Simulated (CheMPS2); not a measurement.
# BeH2 (SMILES [H][Be][H]) at DMRG/6-31G(d,p) (spherical functions)

Aim: the vertical singlet–triplet gap of BeH2 at DMRG/6-31G** (spherical functions), from 2 runs. 

The results are computed with CheMPS2 1.8.12.

4 further runs of the same task are left out: 1 that didn't finish, 3 set aside as unsound or not needed.

## 1. The system as given

BeH2 has 3 atoms, charge 0, and is taken as a singlet. SMILES: `[H][Be][H]`. The shape comes from GFN2-xTB, which is rough for such elements, and wasn't checked as a minimum.

Bond lengths: Be1–H2 1.279 Å, Be1–H3 1.279 Å. Angles: H2–Be1–H3 179.9°.

## 2. The energy at DMRG/6-31G(d,p) (spherical functions)

Input file integrals.py:

```python
from pyscf import ao2mo, cc, dft, gto, mcscf, mp, scf
from pyscf.tools import fcidump

mol = gto.M(atom="""
Be    -0.00158737    -0.00090707    -0.00005669
H     -0.03435522    -0.04302906     2.41718648
H      0.03596149     0.04393613    -2.41714869
""", basis="6-31g**", unit="bohr", charge=0, verbose=3, max_memory=2000)
print("nao                     : %d" % (mol.nao))
mf = scf.RHF(mol)
mf.conv_tol = 1e-10
mf.max_cycle = 200
mf.kernel()
if not mf.converged:
    mf = mf.newton().run(mf.mo_coeff, mf.mo_occ)
print("E(SCF)                  : %.10f" % (mf.e_tot))
ref = mf
pt = mp.MP2(ref, frozen=0).run()
mycc = cc.CCSD(ref, frozen=0)
mycc.max_cycle = 150
mycc.kernel()
print("E(MP2)                  : %.10f" % (pt.e_tot))
if mycc.converged:
    print(f"E(CCSD)                 : {mycc.e_tot:.10f}")
    print("E(CCSD(T))              : %.10f" % (mycc.e_tot + mycc.ccsd_t()))
    print(f"T1                      : {mycc.get_t1_diagnostic():.4f}")
ks = dft.RKS(mol, xc="bhandhlyp").set(conv_tol=1e-9, verbose=3).run()
if ks.converged:
    print("E(BHLYP)                : %.8f" % (ks.e_tot))
ks = dft.RKS(mol, xc="tpss").set(conv_tol=1e-9, verbose=3).run()
if ks.converged:
    print(f"E(TPSS)                 : {ks.e_tot:.8f}")
ks = dft.RKS(mol, xc="hse06").set(conv_tol=1e-9, verbose=3).run()
if ks.converged:
    print(f"E(HSE06)                : {ks.e_tot:.8f}")
ks = dft.RKS(mol, xc="pbe").set(conv_tol=1e-9, verbose=3).run()
if ks.converged:
    print("E(PBE)                  : %.8f" % (ks.e_tot))
cas = mcscf.CASCI(mf, 24, 6)
h1, ecore = cas.get_h1eff()
fcidump.from_integrals("FCIDUMP", h1, cas.get_h2eff(), 24, 6, nuc=ecore, ms=0)
```

Input file dmrg.input:

```
FCIDUMP = FCIDUMP
GROUP = 0
MULTIPLICITY = 1
NELECTRONS = 6
IRREP = 0
EXCITATION = 0
SWEEP_STATES = 100, 150, 200, 200
SWEEP_ENERGY_CONV = 1e-04, 1e-04, 1e-04, 1e-06
SWEEP_MAX_SWEEPS = 2, 3, 3, 6
SWEEP_NOISE_PREFAC = 0.05, 0.05, 0.005, 0.0
SWEEP_DVDSON_RTOL = 3e-04, 3e-04, 3e-04, 3e-05
NOCC = 0
NACT = 24
NVIR = 0
MOLCAS_FIEDLER = FALSE
PRINT_CORR = TRUE
TMP_FOLDER = .
```

On the command line:

```
python integrals.py && chemps2 --file=dmrg.input
```

The log of the run:

```text
$ python integrals.py
nao                     : 24
converged SCF energy = -15.7648635223216
E(SCF)                  : -15.7648635223
E(RMP2) = -15.8152567183658  E_corr = -0.05039319604418
E(SCS-RMP2) = -15.8240104614199  E_corr = -0.0591469390983303
E(CCSD) = -15.82927771671572  E_corr = -0.06441419439410895
E(MP2)                  : -15.8152567184
E(CCSD)                 : -15.8292777167
CCSD(T) correction = -0.000419376174734236
E(CCSD(T))              : -15.8296970929
T1                      : 0.0058
converged SCF energy = -15.9001122704802
E(BHLYP)                : -15.90011227
converged SCF energy = -15.9151949665646
E(TPSS)                 : -15.91519497
converged SCF energy = -15.8697277085807
E(HSE06)                : -15.86972771
converged SCF energy = -15.8550579690597
E(PBE)                  : -15.85505797

$ chemps2 --file=dmrg.input

Running chemps2 version 1.8.12 () with the following options:

[... 77 lines left out ...]
***     Maximum discarded weight = 0
[... 49 lines left out ...]
***     Maximum discarded weight = 8.49003364813052e-10
[... 7 lines left out ...]
***     Maximum discarded weight = 1.02283856386797e-07
[... 6 lines left out ...]
***     Maximum discarded weight = 9.07982406142031e-08
[... 13 lines left out ...]
***     Minimum energy           = -15.8298391868702
[... 6 lines left out ...]
***     Minimum energy           = -15.8298423710489
[... 8 lines left out ...]
***     Maximum discarded weight during the last sweep     = 1.65827604014348e-08
[... 6 lines left out ...]
***     Maximum discarded weight = 5.32934483947806e-10
[... 6 lines left out ...]
***     Maximum discarded weight = 3.82642715563492e-09
[... 13 lines left out ...]
***     Minimum energy           = -15.8298443990135
[... 6 lines left out ...]
***     Minimum energy           = -15.8298444125343
[... 8 lines left out ...]
***     Maximum discarded weight during the last sweep     = 4.85749963743757e-09
[... 129 lines left out ...]
--------------------------------------------------------
Two-orbital mutual information = 0.5 * ( s1(i) + s1(j) - s2(i,j) ) * ( 1 - delta(i,j) )
Hamiltonian index order is used!

   Columns 1 to 8

    0           0.000246    0.000152    0.000028    0.000028    0.000005    0.000015    0.000067
    0.000246    0           0.047651    0.016208    0.016207    0.011586    0.005394    0.012530
    0.000152    0.047651    0           0.003358    0.003358    0.020066    0.008520    0.008873
[... 20 lines of this table left out ...]
    0.000006    0.000356    0.000486    0.000031    0.000031    0.000366    0.000101    0.000094

   Columns 9 to 16

    0.000187    0.000187    0.000138    0.000016    0.000037    0.000037    0.000002    0.000002
    0.003687    0.003687    0.010310    0.005579    0.006979    0.006979    0.000163    0.000163
    0.000962    0.000962    0.016292    0.009391    0.008690    0.008690    0.000016    0.000016
[... 20 lines of this table left out ...]
    0.000019    0.000019    0.000068    0.000444    0.000054    0.000054    0.000005    0.000005

   Columns 17 to 24

    0.000011    0.000025    0.000002    0.000002    0.000000    0.000000    0.000030    0.000006
    0.006644    0.002300    0.001404    0.001404    0.000601    0.000601    0.000612    0.000356
    0.008319    0.002689    0.001746    0.001746    0.000786    0.000786    0.000789    0.000486
[... 20 lines of this table left out ...]
    0.000198    0.000071    0.000036    0.000036    0.000026    0.000026    0.000185    0

--------------------------------------------------------
```

It took 2.3 min on 1 thread of Arm Neoverse V2, shared host; peak memory 0.16 GiB.

## 3. The triplet: a single-point energy at DMRG/6-31G(d,p) (spherical functions)

Input file prepare.py:

```python
from pyscf import ao2mo, cc, dft, gto, mcscf, mp, scf
from pyscf.tools import fcidump

mol = gto.M(atom="""
Be    -0.000840    -0.000480    -0.000030
H     -0.018180    -0.022770     1.279120
H      0.019030     0.023250    -1.279100
""", basis="6-31g**", spin=2, verbose=4)
print("nao                     : %d" % (mol.nao))
mf = scf.ROHF(mol)
mf.conv_tol = 1e-10
mf.max_cycle = 200
mf.kernel()
if not mf.converged:
    mf = mf.newton().run(mf.mo_coeff, mf.mo_occ)
print(f"SCF energy              : {mf.e_tot:.10f}")
ref = scf.UHF(mol).run(mf.make_rdm1(), conv_tol=1e-10)
pt = mp.MP2(ref, frozen=0).run()
mycc = cc.CCSD(ref, frozen=0)
mycc.max_cycle = 150
mycc.kernel()
print(f"E(MP2)                  : {pt.e_tot:.10f}")
if mycc.converged:
    print(f"E(CCSD)                 : {mycc.e_tot:.10f}")
    print("E(CCSD(T))              : %.10f" % (mycc.e_tot + mycc.ccsd_t()))
ks = dft.UKS(mol, xc="bhandhlyp").set(conv_tol=1e-9, verbose=3).run(mf.make_rdm1())
if ks.converged:
    print(f"E(BHLYP)                : {ks.e_tot:.8f}")
ks = dft.UKS(mol, xc="tpss").set(conv_tol=1e-9, verbose=3).run(mf.make_rdm1())
if ks.converged:
    print(f"E(TPSS)                 : {ks.e_tot:.8f}")
ks = dft.UKS(mol, xc="hse06").set(conv_tol=1e-9, verbose=3).run(mf.make_rdm1())
if ks.converged:
    print("E(HSE06)                : %.8f" % (ks.e_tot))
ks = dft.UKS(mol, xc="pbe").set(conv_tol=1e-9, verbose=3).run(mf.make_rdm1())
if ks.converged:
    print(f"E(PBE)                  : {ks.e_tot:.8f}")
cas = mcscf.CASCI(mf, 24, 6)
h1, ecore = cas.get_h1eff()
fcidump.from_integrals("FCIDUMP", h1, cas.get_h2eff(), 24, 6, nuc=ecore, ms=2)
```

Input file chemps2.input:

```
FCIDUMP = FCIDUMP
GROUP = 0
MULTIPLICITY = 3
NELECTRONS = 6
IRREP = 0
EXCITATION = 0
SWEEP_STATES = 50, 100, 200, 200
SWEEP_ENERGY_CONV = 1e-04, 1e-04, 1e-04, 1e-06
SWEEP_MAX_SWEEPS = 3, 4, 3, 6
SWEEP_NOISE_PREFAC = 0.05, 0.05, 0.005, 0.0
SWEEP_DVDSON_RTOL = 3e-05, 3e-05, 3e-05, 3e-06
NOCC = 0
NACT = 24
NVIR = 0
MOLCAS_FIEDLER = TRUE
PRINT_CORR = TRUE
TMP_FOLDER = .
```

On the command line:

```
python prepare.py && chemps2 --file=chemps2.input
```

The log of the run:

```text
$ python prepare.py

[INPUT] verbose = 4
[INPUT] num. atoms = 3
[INPUT] num. electrons = 6
[INPUT] charge = 0
[INPUT] spin (= nelec alpha-beta = 2S) = 2
[INPUT] symmetry False subgroup None
[INPUT] Mole.unit = angstrom
[INPUT] Symbol           X                Y                Z      unit          X                Y                Z       unit  Magmom
[INPUT]  1 Be    -0.000840000000  -0.000480000000  -0.000030000000 AA   -0.001587369945  -0.000907068540  -0.000056691784 Bohr   0.0
[INPUT]  2 H     -0.018180000000  -0.022770000000   1.279120000000 AA   -0.034355220945  -0.043029063856   2.417186480454 Bohr   0.0
[INPUT]  3 H      0.019030000000   0.023250000000  -1.279100000000 AA    0.035961488150   0.043936132396  -2.417148685931 Bohr   0.0

nuclear repulsion = 3.5155697576692
number of shells = 12
number of NR pGTOs = 41
number of NR cGTOs = 24
basis = 6-31g**
ecp = {}
CPU time:         0.43
nao                     : 24

******** <class 'pyscf.scf.rohf.ROHF'> ********
method = ROHF
initial guess = minao
damping factor = 0
level_shift factor = 0
DIIS = <class 'pyscf.scf.diis.CDIIS'>
diis_start_cycle = 1
diis_space = 8
diis_damp = 0
SCF conv_tol = 1e-10
SCF conv_tol_grad = None
SCF max_cycles = 200
direct_scf = True
direct_scf_tol = 1e-13
chkfile to save SCF result = tmptinoc73a
max_memory 1800 MB (current use 106 MB)
num. doubly occ = 2  num. singly occ = 2
[... 127 lines left out ...]
Init t2, MP2 energy = -0.0451114084981972
[... 40 lines left out ...]
WARN: HOMO -0.14761448966286 >= LUMO -0.224548478066767
[... 23 lines left out ...]
WARN: HOMO -0.0974670609451578 >= LUMO -0.292072651262754
[... 23 lines left out ...]
WARN: HOMO -0.112998654608955 >= LUMO -0.276395185569843
[... 13 lines left out ...]
converged SCF energy = -15.650843865771  <S^2> = 2.0042246  2S+1 = 3.0028151
[... 23 lines left out ...]
WARN: HOMO -0.0957178799953611 >= LUMO -0.296320292051174
[... 147 lines left out ...]
***     Minimum energy           = -15.579036624219
[... 22 lines left out ...]
***     Maximum discarded weight = 6.24083092087029e-06
[... 29 lines left out ...]
***     Maximum discarded weight = 1.78252885289167e-07
[... 28 lines left out ...]
***     Maximum discarded weight = 5.16953569000592e-09
[... 29 lines left out ...]
***     Maximum discarded weight = 1.75055635963071e-08
[... 29 lines left out ...]
***     Maximum discarded weight during the last sweep     = 1.84202862722039e-08
[... 129 lines left out ...]
--------------------------------------------------------
Two-orbital mutual information = 0.5 * ( s1(i) + s1(j) - s2(i,j) ) * ( 1 - delta(i,j) )
Hamiltonian index order is used!

   Columns 1 to 8

    0           0.000155    0.000097    0.000105    0.000027    0.000006    0.000014    0.000077
    0.000155    0           0.019059    0.012731    0.013781    0.071012    0.004723    0.011511
    0.000097    0.019059    0           0.102444    0.001528    0.004368    0.006399    0.002324
[... 20 lines of this table left out ...]
    0.000006    0.000312    0.000074    0.000003    0.000025    0.000121    0.000026    0.000036

   Columns 9 to 16

    0.000168    0.000187    0.000199    0.000012    0.000015    0.000028    0.000025    0.000026
    0.003120    0.002937    0.004769    0.013807    0.003686    0.009814    0.001984    0.002042
    0.001510    0.000398    0.006013    0.001568    0.003622    0.013617    0.000235    0.000247
[... 20 lines of this table left out ...]
    0.000010    0.000013    0.000021    0.000219    0.000018    0.000019    0.000008    0.000008

   Columns 17 to 24

    0.000018    0.000019    0.000003    0.000003    0.000000    0.000001    0.000043    0.000006
    0.003835    0.001549    0.000803    0.000810    0.000313    0.000337    0.000373    0.000312
    0.005429    0.000510    0.000370    0.000456    0.000165    0.000165    0.000259    0.000074
[... 20 lines of this table left out ...]
    0.000063    0.000027    0.000012    0.000013    0.000008    0.000009    0.000066    0

--------------------------------------------------------
```

Run time: 4.1 min. Hardware: 1 thread of Arm Neoverse V2, shared host; peak memory 0.17 GiB.

## 4. Summary of results

Level: DMRG/6-31G** (spherical functions).

```
                                           quantity         value
                  run 1, DMRG/6-31G**: total energy  -15.82984 Eh
run 1, DMRG/6-31G**: T1 diagnostic of the CCSD step         0.006
                              triplet: total energy  -15.59516 Eh
   vertical energy of the triplet above the singlet      6.386 eV
```

In words: At this shape the triplet lies 6.39 eV (147 kcal/mol) above the singlet.
